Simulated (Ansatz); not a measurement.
The system is HfMoC2.

```
CELL_PARAMETERS angstrom
3.19142 0.00000 0.00000
0.00000 3.19142 0.00000
0.00000 0.00000 4.48516
ATOMIC_POSITIONS crystal
Hf 0.00000 0.00000 0.00000
Mo 0.50000 0.50000 0.50000
C 0.50000 0.50000 0.00000
C 0.00000 0.00000 0.50000
```

The cell comes from a database or a generator and needn't be the stable form of this composition.

Base run:

- Program: Ansatz 0.2.0
- Functional: r2SCAN
- Potentials or basis: Ansatz PAW
- Cutoff: 500 eV (not typed: the program's choice for these potentials)
- k mesh: 8 × 8 × 6
- Occupations: fermi-dirac, width 0.05 eV
- Spin: no spin polarisation
- Hubbard terms: Hf d U = 6 eV, Mo d U = 6 eV

Its results: band gap on the k mesh none (metal or under the smearing width); pressure 5.7 GPa.

Task: After a change of settings the same cell gave: band gap on the k mesh none (metal or under the smearing width); pressure -1.0 GPa. Which change was it?
A. hubbard terms from Hf d U = 6 eV, Mo d U = 6 eV to Hf d U = 2 eV, Mo d U = 2 eV
B. hubbard terms from Hf d U = 6 eV, Mo d U = 6 eV to Hf d U = 1 eV, Mo d U = 1 eV
C. hubbard terms from Hf d U = 6 eV, Mo d U = 6 eV to none; hubbard projectors from ortho-atomic (the default) to none

Result: A.

Caveats: U without spin polarisation on a metal has little footing; the PAW data sets come from PBE, with cores solved anew for the run's functional, which leaves a small shift of forces and pressure; the U is typed as a test and isn't derived for this compound; the density of states is complete only up to the lowest level of the last band computed.
